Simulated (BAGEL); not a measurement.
**GaH3 (SMILES [GaH3]), step by step**

Wanted: a single-point energy (HF/cc-pVDZ), then the energy (NEVPT2(2,2)/cc-pVDZ), then the energy (CASPT2(2,2)/cc-pVDZ) of GaH3. 

The calculation is run with BAGEL 1.2.2.

1 further run of the same task is left out (set aside as unsound or not needed).

### 1 Starting point

GaH3: 4 atoms, total charge 0, spin state singlet. As SMILES, `[GaH3]`. The Ga1–H3 distance was set to 4.392 Å, away from the relaxed value. At this shape a bond of the SMILES string is far longer than usual.

Bond lengths: Ga1–H2 1.568 Å, Ga1–H4 1.568 Å. Angles: H2–Ga1–H4 120.0°.

### 2 A single-point energy at HF/cc-pVDZ (density fitting with svp-jkfit) (run 1)

input.json

```json
{ "bagel" : [

{
  "title" : "molecule",
  "basis" : "cc-pvdz.json",
  "df_basis" : "svp-jkfit",
  "geometry" : [
    { "atom" : "Ga", "xyz" : [  1.94885188,  4.94785101,  0.00865495 ] },
    { "atom" : "H", "xyz" : [  4.29022254,  5.62569578,  1.69485757 ] },
    { "atom" : "H", "xyz" : [ -1.04331779, -2.79263727, -0.01833034 ] },
    { "atom" : "H", "xyz" : [  0.67933387,  7.03335277, -1.67150055 ] }
  ]
},
{ "title" : "hf" },
{ "title" : "print", "file" : "orbitals.molden", "orbitals" : true }

]}
```

The basis set cc-pVDZ is read from a file made from the Basis Set Exchange's data (not shown).

Run with:

```console
$ BAGEL_NUM_THREADS=1 BAGEL input.json > input.out
```

Standard output:

```text
* using 1 threads per process

  ===============================================================
  ===============================================================

  *** Geometry ***

  { "atom" : "Ga", "xyz" : [      1.948852,      4.947851,      0.008655 ] },
  { "atom" : "H", "xyz" : [      4.290223,      5.625696,      1.694858 ] },
  { "atom" : "H", "xyz" : [     -1.043318,     -2.792637,     -0.018330 ] },
  { "atom" : "H", "xyz" : [      0.679334,      7.033353,     -1.671501 ] },

  Number of auxiliary basis functions:      320

  Since a DF basis is specified, we compute 2- and 3-index integrals:
    o Being stored without compression. Storage requirement is 0.005 GB

  Number of basis functions:       42
  Number of electrons      :       34

    * METHOD: MOLECULE                             0.08

  *** RHF ***

  === Nuclear Repulsion ===
    25.0469113499

      * DIIS with orbital gradients will be used.

  === RHF iteration (cc-pvdz.json) ===
      0      -1924.60925389          0.00931256           0.01
      1      -1924.52448736          0.01624976           0.01
      2      -1924.70102471          0.00249271           0.01
      3      -1924.70309627          0.00128174           0.01
      4      -1924.70360037          0.00055487           0.01
      5      -1924.70371535          0.00013027           0.01
      6      -1924.70372213          0.00000882           0.01
      7      -1924.70372218          0.00000123           0.01
      8      -1924.70372218          0.00000016           0.01
      9      -1924.70372218          0.00000006           0.01
     10      -1924.70372218          0.00000002           0.01
     11      -1924.70372218          0.00000001           0.01
    * SCF iteration converged.

    * Permanent dipole moment:
           (   -0.883680,    -2.287430,    -0.008477) a.u.

    * METHOD: HF                                   0.25

    * METHOD: PRINT                                0.01

  ===============================================================
```

It took 0.46 s on 1 thread of Arm Neoverse V1, shared host; peak memory 0.14 GiB.

### 3 The energy at NEVPT2(2,2)/cc-pVDZ (density fitting with svp-jkfit) (run 2)

input.json

```json
{ "bagel": [

{
  "title": "molecule",
  "basis": "cc-pvdz.json",
  "df_basis": "svp-jkfit",
  "angstrom": "false",
  "geometry": [
    { "atom": "Ga", "xyz": [  1.94885188,  4.94785101,  0.00865495 ] },
    { "atom": "H", "xyz": [  4.29022254,  5.62569578,  1.69485757 ] },
    { "atom": "H", "xyz": [ -1.04331779, -2.79263727, -0.01833034 ] },
    { "atom": "H", "xyz": [  0.67933387,  7.03335277, -1.67150055 ] }
  ]
},
{
  "title": "hf"
},
{
  "title": "casscf",
  "nstate": 1,
  "nact": 2,
  "nclosed": 16,
  "active": [17, 18],
  "maxiter": 200,
  "natocc": "true"
},
{
  "title": "nevpt2",
  "nstate": 1,
  "nact": 2,
  "nclosed": 16,
  "active": [17, 18],
  "maxiter": 200,
  "natocc": "true",
  "ncore": 9
},
{
  "title": "print",
  "file": "orbitals.molden",
  "orbitals": "true"
}

]}
```

The basis set cc-pVDZ is read from a file made from the Basis Set Exchange's data (not shown).

Run with:

```console
$ BAGEL_NUM_THREADS=1 BAGEL input.json > input.out
```

Standard output:

```text
* using 1 threads per process

  ===============================================================
  ===============================================================

  *** Geometry ***

  { "atom" : "Ga", "xyz" : [      1.948852,      4.947851,      0.008655 ] },
  { "atom" : "H", "xyz" : [      4.290223,      5.625696,      1.694858 ] },
  { "atom" : "H", "xyz" : [     -1.043318,     -2.792637,     -0.018330 ] },
  { "atom" : "H", "xyz" : [      0.679334,      7.033353,     -1.671501 ] },

[... 23 lines left out ...]
    * SCF iteration converged.
[... 1 line left out ...]
    * Permanent dipole moment:
[... 27 lines left out ...]
    * Second-order optimization converged. *
[... 9 lines left out ...]
     * ci vector, state   0, <S^2> = 0.0000
[... 3 lines left out ...]
    * METHOD: CASSCF                               0.57

    * freezing 9 orbitals

  === DF-NEVPT2 calculation ===

    * 3-index integral transformation done
    * assembly done

      NEVPT2 correlation energy:   -0.0747095324      0.02

          (+0)     -0.0572395212
          (+0)'    -0.0024538976
          (+1)     -0.0036057787
          (+1)'    -0.0000000000
          (+2)     -0.0000160301
          (-1)     -0.0113367782
          (-1)'     0.0000000000
          (-2)     -0.0000575267

      NEVPT2 total energy:       -1924.8997184214

    * METHOD: NEVPT2                               0.04

    * METHOD: PRINT                                0.01

  ===============================================================
```

It took 1.1 s on 1 thread of Arm Neoverse V1, shared host; peak memory 0.14 GiB.

### 4 A single-point energy at CASPT2(2,2)/cc-pVDZ (density fitting with svp-jkfit) (run 3)

Changes to input.json since step 3:

```diff
@@ -6,3 +6,2 @@
   "df_basis": "svp-jkfit",
-  "angstrom": "false",
   "geometry": [
@@ -27,12 +26,2 @@
 {
-  "title": "nevpt2",
-  "nstate": 1,
-  "nact": 2,
-  "nclosed": 16,
-  "active": [17, 18],
-  "maxiter": 200,
-  "natocc": "true",
-  "ncore": 9
-},
-{
   "title": "print",
@@ -40,2 +29,12 @@
   "orbitals": "true"
+},
+{
+  "title": "smith",
+  "method": "caspt2",
+  "ms": "true",
+  "xms": "true",
+  "sssr": "true",
+  "shift": 0.2,
+  "shift_imag": "true",
+  "ncore": 9
 }
```

The basis set cc-pVDZ is read from a file made from the Basis Set Exchange's data (not shown).

Run with:

```console
$ BAGEL_NUM_THREADS=1 BAGEL input.json > input.out
```

Standard output:

```text
* using 1 threads per process

  ===============================================================
  ===============================================================

  *** Geometry ***

  { "atom" : "Ga", "xyz" : [      1.948852,      4.947851,      0.008655 ] },
  { "atom" : "H", "xyz" : [      4.290223,      5.625696,      1.694858 ] },
  { "atom" : "H", "xyz" : [     -1.043318,     -2.792637,     -0.018330 ] },
  { "atom" : "H", "xyz" : [      0.679334,      7.033353,     -1.671501 ] },

[... 25 lines left out ...]
    * Permanent dipole moment:
[... 37 lines left out ...]
     * ci vector, state   0, <S^2> = 0.0000
[... 21 lines left out ...]
       #      aibj      arbs      arbi      airj      risj      airs      arst      rist         Etot      error   time
[... 7 lines left out ...]
      ------------------------------------------------------------------------------------------------------------------

    * CASPT2 energy : state  0    -1924.9015636435
        w/o shift correction      -1924.9007327665
        reference weight              0.9654238769

    * METHOD: SMITH                                0.07

  ===============================================================
```

Run time: 1.1 s. Hardware: 1 thread of Arm Neoverse V1, shared host; peak memory 0.14 GiB.

### 5 Outcome

```
                                quantity           value
         run 1, HF/cc-pVDZ: total energy  -1924.70372 Eh
        run 1, HF/cc-pVDZ: dipole moment          6.23 D
          run 1, HF/cc-pVDZ: HOMO energy        -6.45 eV
          run 1, HF/cc-pVDZ: LUMO energy        -1.90 eV
        run 1, HF/cc-pVDZ: HOMO–LUMO gap         4.55 eV
run 2, NEVPT2(2,2)/cc-pVDZ: total energy  -1924.89972 Eh
run 3, CASPT2(2,2)/cc-pVDZ: total energy  -1924.90156 Eh
```

What this shows: One bond (run 1, HF/cc-pVDZ) is far stretched, which a spin-restricted single reference describes badly; a broken-symmetry solution may lie lower.
